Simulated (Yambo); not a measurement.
A run of Yambo 5.3.0 is set up as follows.

File bse2.in:

```
optics
bse
bss
rim_cut
em1s
RandQpts= 1000000
RandGvec= 50 RL
Chimod= "HARTREE"
% BndsRnXs
 1 | 41 |
%
NGsBlkXs= 5 Ry
% LongDrXs
 1 | 0 | 0 |
%
BSKmod= "SEX"
BSEmod= "retarded"
BSSmod= "d"
% BSEQptR
 1 | 1 |
%
% BSEBands
 14 | 20 |
%
BSENGexx= 20 Ry
BSENGBlk= 5 Ry
% BEnRange
 0 | 20 | eV
%
% BDmRange
 0.1 | 0.1 | eV
%
BEnSteps= 200
% BLongDir
 1 | 0 | 0 |
%
BSEprop= "abs"
WRbsWF
```

scf.in

```
&CONTROL
  calculation = 'scf'
  prefix = 'pwscf'
  outdir = './tmp'
  pseudo_dir = './pseudo'
/
&SYSTEM
  ibrav = 0
  nat = 2
  ntyp = 2
  ecutwfc = 80
  nbnd = 23
  occupations = 'smearing'
  smearing = 'fd'
  degauss = 0.00367493
  force_symmorphic = .true.
/
&ELECTRONS
  conv_thr = 4d-10
  electron_maxstep = 120
  mixing_beta = 0.5
/
ATOMIC_SPECIES
Bi   208.9804 Bi.upf
Te   127.6000 Te.upf
CELL_PARAMETERS angstrom
   0.0000000000    3.1463248528    3.1463248528
   3.1463248528    0.0000000000    3.1463248528
   3.1463248528    3.1463248528    0.0000000000
ATOMIC_POSITIONS crystal
Bi     0.0000000000    0.0000000000    0.0000000000
Te     0.5000000000    0.5000000000    0.5000000000
K_POINTS automatic
8 8 8 0 0 0
```

File nscf.in:

```
&CONTROL
  calculation = 'nscf'
  prefix = 'pwscf'
  outdir = './tmp'
  pseudo_dir = './pseudo'
/
&SYSTEM
  ibrav = 0
  nat = 2
  ntyp = 2
  ecutwfc = 80
  nbnd = 76
  occupations = 'smearing'
  smearing = 'fd'
  degauss = 0.00367493
  force_symmorphic = .true.
/
&ELECTRONS
  conv_thr = 1d-08
  diago_full_acc = .true.
  diago_thr_init = 1d-06
/
ATOMIC_SPECIES
Bi   208.9804 Bi.upf
Te   127.6000 Te.upf
CELL_PARAMETERS angstrom
   0.0000000000    3.1463248528    3.1463248528
   3.1463248528    0.0000000000    3.1463248528
   3.1463248528    3.1463248528    0.0000000000
ATOMIC_POSITIONS crystal
Bi     0.0000000000    0.0000000000    0.0000000000
Te     0.5000000000    0.5000000000    0.5000000000
K_POINTS automatic
4 4 4 0 0 0
```

Potentials or basis: PseudoDojo 0.4.1 SR PBEsol standard.

The run is started by

```console
$ OMP_NUM_THREADS=1 pw.x -in scf.in > scf.out
$ OMP_NUM_THREADS=1 pw.x -in nscf.in > nscf.out
$ cd tmp/pwscf.save; p2y; mv SAVE ../..; cd ../..
$ OMP_NUM_THREADS=1 yambo
$ mkdir -p bse2; ln -s $PWD/g0w00/ndb.RIM bse2/
$ OMP_NUM_THREADS=1 yambo -F bse2.in -J bse2 -C bse2_out
$ OMP_NUM_THREADS=1 ypp -J bse2 -C bse2_out -e s -b 1
```

Question: Estimate the band gap on the k mesh, mean-field level.

Answer: None (metal or under the smearing width).

Dielectric function (along the field direction of the input):
```csv
energy (eV),real part,imaginary part
1.21,-141.06,25.16
1.81,-58.29,7.76
2.41,-27.69,12.99
3.12,-21.99,5.30
3.72,-14.10,1.40
4.42,-8.65,3.09
5.03,-5.21,0.94
5.73,-4.74,2.56
6.33,-4.63,8.02
7.04,-3.75,3.01
7.64,-8.86,4.44
8.24,-4.35,1.76
8.94,-3.62,0.26
9.55,-2.34,0.44
10.25,-2.18,0.17
10.85,-1.71,0.28
11.56,-1.40,0.08
12.16,-1.13,0.04
12.86,-0.86,0.03
13.47,-0.67,0.03
14.07,-0.52,0.02
14.77,-0.37,0.02
15.38,-0.26,0.02
16.08,-0.14,0.02
16.68,-0.06,0.01
17.39,0.03,0.01
17.99,0.10,0.01
18.69,0.17,0.01
19.30,0.22,0.01
20.00,0.28,0.01
```

Caveat: the k mesh is coarse (spacing up to 0.43 Å⁻¹), so the values aren't converged; the intraband (Drude) term of the metal is left out; the ground state has no gap, which makes the many-body step unreliable; the transitions start from uncorrected Kohn-Sham levels, so peaks lie too low; exciton energies and binding change strongly with the k mesh and aren't converged on this one; spectra need much finer meshes, so this one isn't converged; spin-orbit coupling is left out, which moves the levels of the heavy elements.
